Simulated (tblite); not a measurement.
# C₆H₁₅GeN: geometry, infrared bands and NMR shifts

The runs use tblite 0.8.0 and PySCF 2.14.0, with density-fitted response routines of our own; the level of theory stands in each step. All values are computed, except where a source is named. Atoms are numbered from 0 throughout.

### Step 1. The starting structure

23 atoms, charge 0, multiplicity 1; geometry from: force field or distance geometry start.

Bonds of the start (Å): C0–C1 1.34, C1–C2 1.49, C2–C3 1.55, C3–C4 1.56, C3–C5 1.54, C3–Ge6 1.96, Ge6–N7 1.86, C0–H8 1.08, C0–H9 1.09, C1–H10 1.10, C2–H11 1.12, C2–H12 1.12, C4–H13 1.10, C4–H14 1.10, C4–H15 1.11, C5–H16 1.11, C5–H17 1.11, C5–H18 1.11, Ge6–H19 1.55, Ge6–H20 1.56, N7–H21 1.05, N7–H22 1.05.

### Step 2. Optimising the geometry with GFN2-xTB

The job: settings as JSON, then the geometry in Å.

```
{"job": {"kind": "relax", "xc": "GFN2-xTB", "basis": "xTB"}, "charge": 0, "multiplicity": 1}
C      2.877400    -0.081300    -0.992500
C      2.252400     0.106000     0.172900
C      0.907800     0.745500     0.286500
C     -0.271400    -0.259800     0.302200
C     -0.154200    -1.219200     1.522700
C     -0.344700    -1.079800    -0.997100
Ge    -1.944800     0.743100     0.492900
N     -2.129200     1.936500    -0.920500
H      3.847400    -0.559000    -1.027600
H      2.401100     0.242400    -1.914800
H      2.741600    -0.243300     1.088900
H      0.755800     1.461500    -0.556100
H      0.875000     1.354200     1.226600
H     -0.087900    -0.640300     2.459700
H      0.749600    -1.846200     1.434300
H     -1.041200    -1.885700     1.582200
H      0.547200    -1.737400    -1.094900
H     -0.380000    -0.407500    -1.874200
H     -1.247300    -1.717900    -0.999200
H     -3.137200    -0.243000     0.514400
H     -1.922100     1.537700     1.833300
H     -2.281600     1.358300    -1.782100
H     -3.018300     2.462100    -0.747700
```

Run with:

```sh
$ OMP_NUM_THREADS=1 python probes_run.py task.json out
```

The driver reads the jobs from task.json and runs them one after another.

Q: Estimate the wall time of this first job on 1 thread of Intel Xeon at 2.70GHz, shared host.

About 1.9 s.
